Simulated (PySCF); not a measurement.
# TcCl: from the state search to spectroscopic constants

An exercise on one series of results from a longer session: the logs are not shown, and one member is left open.

Program: PySCF 2.14.0. Level of theory: Tc def2-TZVPP with ECP28, Cl def2-TZVPP, scalar-relativistic core potentials. These are calculated values, not measurements.

Set-up of the first run:

The job is set up so:

| Item | Value |
| --- | --- |
| atoms | Tc, Cl |
| charge | 0 |
| basis | Tc def2-TZVPP with ECP28, Cl def2-TZVPP |
| Hamiltonian | scalar-relativistic core potentials |
| basis functions | 98 |
| electrons treated | 32 |
| masses in u | 98.9072, 34.9689 |
| levels | PBE0, PBE, r²SCAN, revPBE, M06-L, r²SCANh, PBEsol, CAM-B3LYP, HF, MP2, SCS-MP2, CCSD, CCSD(T) |
| grid | 80 radial by 434 angular points |
| occupations | held fixed by the projection of orbital angular momentum |
| dissociation limit | Tc + Cl, each in its ground configuration |
| starting distance in angstrom | 2.210 |
| values of 2S to try | 0, 2, 4, 6, 8 |

Launch:

```bash
OMP_NUM_THREADS=2 python dia.py task.json out
```

Steps of the session up to this table: The job; First curve: PBE0; Excited determinants; PBE (GGA); r²SCAN (meta-GGA); revPBE (GGA); M06-L (meta-GGA); r²SCANh (hybrid meta-GGA); PBEsol (GGA); CAM-B3LYP (range-separated hybrid); UHF (mean field); Adding correlation.

One of the session's tables, all rows but one given; the rest of the session is left out.

It belongs to the step «The curves together». Energy (eV) from each level's lowest point:

| R (Å) | UHF | UHF-MP2 | UHF-SCS-MP2 | UHF-CCSD | UHF-CCSD(T) |
| --- | --- | --- | --- | --- | --- |
| 2.023 | 1.520 | 0.950 | 1.031 | n/a | n/a |
| 2.117 | 0.792 | 0.414 | 0.467 | 0.493 | 0.459 |
| 2.211 | ? | ? | ? | ? | ? |
| 2.281 | 0.149 | 0.025 | 0.038 | 0.044 | 0.035 |
| 2.352 | 0.040 | 0.000 | 0.000 | 0.000 | 0.000 |
| 2.423 | 0.000 | 0.031 | 0.020 | 0.016 | 0.023 |
| 2.517 | 0.026 | 0.136 | 0.112 | 0.103 | 0.118 |
| 2.634 | 0.145 | 0.334 | 0.297 | 0.285 | 0.308 |
| 2.775 | 0.365 | 0.627 | 0.578 | 0.562 | 0.592 |
| 2.963 | 0.721 | 1.051 | 0.991 | n/a | n/a |

Q: Estimate the row for R (Å) = 2.211 from the others.

Worked estimate for «UHF». A straight line through the neighbours (2.117, 0.792) and (2.281, 0.149) gives 0.792 + (0.149 − 0.792) × (2.211 − 2.117) / (2.281 − 2.117) = 0.423; a parabola fitted to 4 rows on both sides gives 0.334.

The run gave: UHF: 0.346; UHF-MP2: 0.125; UHF-SCS-MP2: 0.153; UHF-CCSD: 0.166; UHF-CCSD(T): 0.148. In «UHF» the line misses by +0.077 and the parabola by -0.012.

To keep in mind: At some levels the lowest empty orbital lies below the highest filled one (the two can be of opposite spin).
